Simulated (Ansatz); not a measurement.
Geometry optimisation, DFT PBE, scalar-relativistic, plane waves, PAW (Ansatz).

Input:

```yaml
crystal:
  lattice:
    - [-4.738, -4.738, 0.0]
    - [4.738, -4.738, 0.0]
    - [0.0, 0.0, 6.373]
  atoms:
    - { symbol: Sn, position: [0.5067914, 0.5003452, 0.0026016] }
    - { symbol: Sn, position: [-0.005584, 0.5015103, 0.2506999] }
    - { symbol: O, position: [0.188167, 0.5037815, 0.0054064] }
    - { symbol: O, position: [0.0079751, 0.1863989, 0.2497807] }
    - { symbol: O, position: [0.7992765, 0.5057063, 0.0025903] }
    - { symbol: O, position: [-0.0080892, 0.8082789, 0.2476718] }
    - { symbol: Sn, position: [0.496279, 0.5001593, 0.4969351] }
    - { symbol: Sn, position: [-0.0060799, 0.5045416, 0.7478958] }
    - { symbol: O, position: [0.1937431, 0.4966541, 0.5012408] }
    - { symbol: O, position: [0.0044727, 0.1887624, 0.7480786] }
    - { symbol: O, position: [0.8150377, 0.4945517, 0.4899726] }
    - { symbol: O, position: [0.0012406, 0.808802, 0.7537271] }
    - { symbol: Sn, position: [-0.0028393, -0.0062286, -0.0030705] }
    - { symbol: Sn, position: [0.5000178, 0.0033144, 0.2583616] }
    - { symbol: F, position: [0.6938051, 0.0002046, -0.0037932] }
    - { symbol: O, position: [0.5016994, 0.6886843, 0.2526122] }
    - { symbol: O, position: [0.5016582, 0.3032223, 0.2445212] }
    - { symbol: Sn, position: [-0.0043794, -0.0071266, 0.5044375] }
    - { symbol: Sn, position: [0.4977052, 0.0030394, 0.7476064] }
    - { symbol: O, position: [0.6899652, -0.0060318, 0.5029026] }
    - { symbol: O, position: [0.5005297, 0.7005689, 0.7472795] }
    - { symbol: O, position: [0.3070215, -0.0007661, 0.5102443] }
    - { symbol: O, position: [0.4955019, 0.3043664, 0.7508674] }
total_charge: 1
basis:
  ecutwfc: 420.0
kpoints:
  mp_grid: { grid: [2, 2, 2] }
hamiltonian:
  xc: pbe
  pseudopotentials: { kind: paw, azcp: { folder: soft_1 } }
scf:
  occupations: { method: gaussian, width: 0.02 }
  lower_state_search: "off"
relax:
  f_tol: 0.03
  max_steps: 60
  adjacent_minimum: "off"
```

Launched with:

```bash
$ ansatz run input.yaml --threads 2 --pin off --max-ram 5120MiB --backend cpu --events-out ev --progress --plain --runs-dir out
```

Q: Where does it end, and by what steps?

A: The run converged. The force dipped under the threshold on the way, but the program's further checks kept it going. Limits of this set-up: coarse k mesh, no spin, though dangling bonds at a vacancy may carry it, a small cell, in which the defect meets its images, charged cell in a uniform background, uncorrected. After 7 steps the energy has fallen by 1.559 eV; Sn13 moved furthest, 0.47 Å. Joined: Sn13–Sn14 (3.73 → 3.22 Å), Sn13–Sn19 (3.71 → 3.22 Å).

```
step  energy less start (eV)  largest force component (eV/Å)  accepted
   0                  0.0000                           3.055       yes
   1                 -1.3355                           0.888       yes
   2                 -1.4866                           0.447       yes
   3                 -1.5376                           0.129       yes
   4                 -1.5482                           0.125       yes
   5                 -1.5545                           0.077       yes
   6                 -1.5589                           0.030       yes
   7                 -1.5589                           0.030       yes
```

```xyz
23
Lattice="-4.7380 -4.7380 0.0000 4.7380 -4.7380 0.0000 0.0000 0.0000 6.3730" Properties=species:S:1:pos:R:3
Sn -0.007 -4.738 0.002
Sn 2.373 -2.358 1.588
O 1.439 -3.290 0.002
O 0.906 -0.907 1.562
O -1.441 -6.173 0.002
O 3.823 -3.826 1.562
Sn 0.009 -4.723 3.188
Sn 2.373 -2.358 4.789
O 1.448 -3.282 3.189
O 0.906 -0.908 4.816
O -1.436 -6.168 3.189
O 3.823 -3.826 4.816
Sn -0.320 -0.313 0.003
Sn -2.295 -2.288 1.608
F -3.334 -3.326 0.003
O 0.943 -5.661 1.573
O -0.930 -3.788 1.574
Sn 0.073 0.080 3.189
Sn -2.293 -2.287 4.771
O -3.228 -3.218 3.190
O 0.943 -5.660 4.804
O -1.383 -1.376 3.189
O -0.931 -3.789 4.803
```

Whether the end is a true minimum wasn't checked by a vibrational analysis.

Run time: 87 s on 2 threads of Arm Neoverse V2, with other jobs on the host, peak memory 0.75 GiB.
